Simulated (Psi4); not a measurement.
# AlH4BrO (SMILES O.[AlH2][Br]) at SAPT0/jun-cc-pV(D+d)Z (density fitting with def2-universal-jkfit, density fitting for correlation, fragments set)

We compute the interaction energy of AlH4BrO. 

The calculation is run with Psi4 1.11.

8 further runs of the same task are left out: 1 that didn't finish, 7 set aside as unsound or not needed. Runs told in other sessions of the task aren't counted.

**1. The molecule**

The species is AlH4BrO (7 atoms), meant as a singlet with charge 0. As SMILES, `O.[AlH2][Br]`.

Bond lengths: Al4–Br5 2.256 Å, O1–H2 0.960 Å, O1–H3 0.960 Å, Al4–H6 1.576 Å, Al4–H7 1.576 Å. Angles: Br5–Al4–H6 117.6°, Br5–Al4–H7 117.6°, H6–Al4–H7 124.9°, H2–O1–H3 105.1°.

**2. The interaction energy at SAPT0/jun-cc-pV(D+d)Z (density fitting with def2-universal-jkfit, density fitting for correlation, fragments set)**

run.py reads:

```python
import psi4

psi4.set_memory(1600000000)
psi4.set_num_threads(1)
psi4.core.set_output_file('albrh4o.out', False)

m = psi4.geometry("""
0 1
O     -0.302700     0.200200    -0.140600
H      0.466500     0.548400     0.315300
H     -0.163800    -0.748600    -0.174700
--
0 1
Al     2.946290     4.758370    -0.919490
Br     0.795950     4.557750    -1.573380
H      3.958070     5.416120    -1.932420
H      3.324130     4.230290     0.516040
symmetry c1
no_reorient
no_com
""")

psi4.set_options({
    'basis': 'jun-cc-pV(D+d)Z',
    'scf_type': 'df',
    'freeze_core': 'true',
    'df_basis_scf': 'def2-universal-jkfit',
})

e = psi4.energy('sapt0', molecule=m)
print(f'sapt0 energy: {e:.10f} Eh')
for k, v in sorted(psi4.core.scalar_variables().items()):
    print(f'{k:45s} {v:18.10f}')
```

Command:

```console
$ python run.py
```

Q: Predict the results. Wanted: interaction energy.

**Answer.** As computed:

Level: SAPT0/jun-cc-pV(D+d)Z (density fitting with def2-universal-jkfit, density fitting for correlation, fragments set).

| quantity | value |
| --- | --- |
| interaction energy | 1.64 kJ/mol |
